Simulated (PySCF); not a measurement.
**SbBr: from the state search to spectroscopic constants**

An exercise on one series of results from a longer session: the logs are not shown, and one member is left open.

Method: Sb x2c-TZVPPall, Br x2c-TZVPPall, spin-free X2C with a Gaussian nucleus; program: PySCF 2.14.0.

The first run:

A driver script around PySCF takes these settings:

| Quantity | Value |
| --- | --- |
| atoms | Sb, Br |
| charge | 0 |
| basis | Sb x2c-TZVPPall, Br x2c-TZVPPall |
| Hamiltonian | spin-free X2C with a Gaussian nucleus |
| basis functions | 108 |
| electrons treated | 86 |
| masses in u | 120.9038, 78.9183 |
| levels | PBE0, PBE, r²SCAN, BLYP, B97-3, PW91, TPSS, ωB97X, HF, MP2, SCS-MP2, CCSD, CCSD(T) |
| grid | 80 radial by 434 angular points |
| occupations | held fixed by the projection of orbital angular momentum |
| dissociation limit | Sb + Br, each in its ground configuration |
| starting distance in angstrom | 2.480 |
| values of 2S to try | 0, 2, 4 |

Command:

```sh
$ OMP_NUM_THREADS=2 python dia.py task.json out
```

Steps of the session up to this table: The job; First curve: PBE0; Excited determinants; PBE (GGA); r²SCAN (meta-GGA); BLYP (GGA); B97-3; PW91 (GGA); TPSS (meta-GGA); ωB97X (range-separated hybrid); UHF (mean field); Correlated methods on the Hartree–Fock reference.

One table of the session follows, with a row left open; its other results are not shown here.

It belongs to the step «The curves together». Energy (eV) from each level's lowest point:

```
R (Å)    UHF  UHF-MP2  UHF-SCS-MP2  UHF-CCSD  UHF-CCSD(T)
2.147  1.296    1.106        1.176       n/a          n/a
2.246  0.584    0.464        0.511     0.509        0.519
2.346  0.193    0.130        0.156     0.154        0.160
2.421  0.050    0.021        0.034     0.032        0.035
2.496  0.000    0.000        0.000     0.000        0.000
2.571      ?        ?            ?         ?            ?
2.671  0.125    0.173        0.148     0.153        0.144
2.796  0.334    0.408        0.371     0.375        0.360
2.945  0.636    0.776        0.741     0.698        0.679
3.145  0.964    1.397        1.378       n/a          n/a
```

Estimate the missing values for R (Å) = 2.571.

Worked estimate for «UHF». A straight line through the neighbours (2.496, 0.000) and (2.671, 0.125) gives 0.000 + (0.125 − 0.000) × (2.571 − 2.496) / (2.671 − 2.496) = 0.054; a parabola fitted to 4 rows on both sides gives 0.027.

**Answer.** UHF: 0.020; UHF-MP2: 0.044; UHF-SCS-MP2: 0.032; UHF-CCSD: 0.034; UHF-CCSD(T): 0.031. In «UHF» the line misses by +0.034 and the parabola by +0.007.
